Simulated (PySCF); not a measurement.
# TaOF3: structure of the singlet

Aim: relax TaOF3 as a singlet from a PBE0 minimum start, check by its vibrations whether the end is a minimum, and collect its spectrum and constants.

Computed with PySCF 2.14.0. Level: PBE0, basis Ta def2-SVP with ECP60, O def2-SVP, F def2-SVP, scalar-relativistic core potentials, no spin–orbit coupling, density fitting.

### 1 The system as given

5 atoms, charge 0, spin multiplicity 1.

Bond lengths: Ta1–O2 1.706 Å, Ta1–F3 1.874 Å, Ta1–F4 1.874 Å, Ta1–F5 1.874 Å. Angles: O2–Ta1–F3 106.6°, O2–Ta1–F4 106.6°, O2–Ta1–F5 106.6°, F3–Ta1–F4 112.2°, F3–Ta1–F5 112.2°, F4–Ta1–F5 112.2°.

```xyz
5
charge 0 multiplicity 1
Ta    0.0000   -0.0109   -0.0077
O     0.0000   -1.4038   -0.9930
F     1.5548   -0.0914    1.0349
F    -1.5548   -0.0914    1.0349
F     0.0000    1.4639   -1.1636
```

### 2 First SCF at the start

One driver script runs all steps and calls PySCF; scf.py shows how it sets up the SCF of each step. The optimiser is the driver's own. After this first run the driver tries any further starts and a stability analysis.

File scf.py:

```python
from pyscf import gto, scf, dft
mol = gto.M(atom='''
Ta    -0.000000    -0.010925    -0.007728
O     -0.000000    -1.403833    -0.993039
F      1.554831    -0.091358     1.034947
F     -1.554831    -0.091358     1.034947
F     -0.000000     1.463868    -1.163637''',
    basis={'Ta': 'def2-SVP', 'O': 'def2-SVP', 'F': 'def2-SVP'},
    ecp={'Ta': 'def2-SVP'},
    charge=0, spin=0)
mf = dft.RKS(mol, xc='PBE0')
mf.grids.atom_grid = (50, 194)
aux = {'Ta': 'def2-universal-JKFIT', 'O': 'def2-universal-JKFIT', 'F': 'def2-universal-JKFIT'}
mf = mf.density_fit(auxbasis=aux)
mf.conv_tol = 1e-08
mf.diis_space = 10
mf.max_cycle = 60
mf.init_guess = 'minao'
mf.verbose = 4
mf.kernel()
```

Launch:

```bash
> OMP_NUM_THREADS=2 python axn.py task.json out
```

After this run come: PBE0 minimum start, singlet: relaxation; Vibrations and properties at this point.

What does the calculation give? Wanted: minimum; geometry; wavenumbers; dipole moment; highest occupied, lowest empty level; polar-tensor charge of Ta1; zero-point energy; atomisation energy.

The runs gave:

| quantity | value |
| --- | --- |
| minimum | singlet, C3v |
| geometry | Ta–F 1.874 Å (×3), Ta–O 1.706 Å; F–Ta–F 112.1° (×3), F–Ta–O 106.6° (×3) |
| wavenumbers (cm⁻¹) | 160 (e), 188 (a1), 266 (e), 708 (a1), 711 (e), 1044 (a1) |
| dipole moment | 1.81 D |
| highest occupied, lowest empty level | -10.34, -1.65 eV |
| polar-tensor charge of Ta1 | +2.72 e |
| zero-point energy | 25.2 kJ/mol |
| entropy at 298.15 K | 329.2 J/(mol K) |
| atomisation energy (no zero-point energy) | 2597 kJ/mol |

The molecule stays C3v, as typed, and the end point is a minimum. In the infrared the band at 711 cm⁻¹ (e, stretch) leads. Only this shape and spin were tried, so other structures or states may lie lower. The stability of the closed-shell solution was not tested. With an element this heavy the missing spin–orbit coupling can shift these numbers.
